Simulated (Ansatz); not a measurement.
# CBF₂NO: basis-set convergence

An exercise on one series of results from a longer session: the logs are not shown, and one member is left open.

Program: Ansatz 0.2.0, Gaussian basis. Level of theory: one geometry, several basis sets. These are calculated values, not measurements.

Plan: PBE0-D4/def2-SVP; ωB97M-V/def2-SVP; PBE0-D4/def2-QZVPP; ωB97M-V/def2-QZVPP; the functionals' def2-TZVPP values are taken from earlier runs.

### The relaxed structure

All runs share one geometry, relaxed beforehand with PBE0-D4 in a triple-zeta def2 set.

SMILES `O=C=NB(F)F`, 6 atoms, charge 0, spin multiplicity 1.

Atoms are counted from 1 here; the program's logs count them from 0.

Bond lengths: O1–C2 1.157 Å, C2–N3 1.203 Å, N3–B4 1.415 Å, B4–F5 1.314 Å, B4–F6 1.319 Å. Angles: O1–C2–N3 175.3°, C2–N3–B4 143.9°, N3–B4–F5 119.9°, N3–B4–F6 121.9°, F5–B4–F6 118.3°.

The first run:

in.yaml reads:

```yaml
crystal:
  periodic: [false, false, false]
  atoms:
    - {symbol: O, position_ang: [1.072863, -2.030226, 1.224151]}
    - {symbol: C, position_ang: [0.602852, -1.239038, 0.523598]}
    - {symbol: N, position_ang: [0.121502, -0.481707, -0.277902]}
    - {symbol: B, position_ang: [-0.413707, 0.817059, -0.445753]}
    - {symbol: F, position_ang: [-0.843054, 1.199977, -1.627151]}
    - {symbol: F, position_ang: [-0.498255, 1.669935, 0.556758]}
basis:
  gaussian: {orbitals: def2-SVP}
hamiltonian: {xc: pbe0, dispersion: d4}
output: {orbitals: {seedname: orbitals}}
```

Among the steps run: PBE0-D4 in def2-SVP; ωB97M-V in def2-SVP; PBE0-D4 in def2-QZVPP; ωB97M-V in def2-QZVPP.

One table of the session follows, with a row left open; its other results are not shown here.

It belongs to the step «Functionals by basis». 

| functional | basis | HOMO (eV) |
| --- | --- | --- |
| PBE0-D4 | def2-SVP | ? |
| PBE0-D4 | def2-TZVPP | -9.75 |
| PBE0-D4 | def2-QZVPP | -9.78 |
| ωB97M-V | def2-SVP | -11.85 |
| ωB97M-V | def2-TZVPP | -12.02 |
| ωB97M-V | def2-QZVPP | -12.05 |

Q: Estimate the row for PBE0-D4, def2-SVP from the others.

As computed: HOMO (eV): -9.62. In the column «HOMO (eV)» it is the highest.
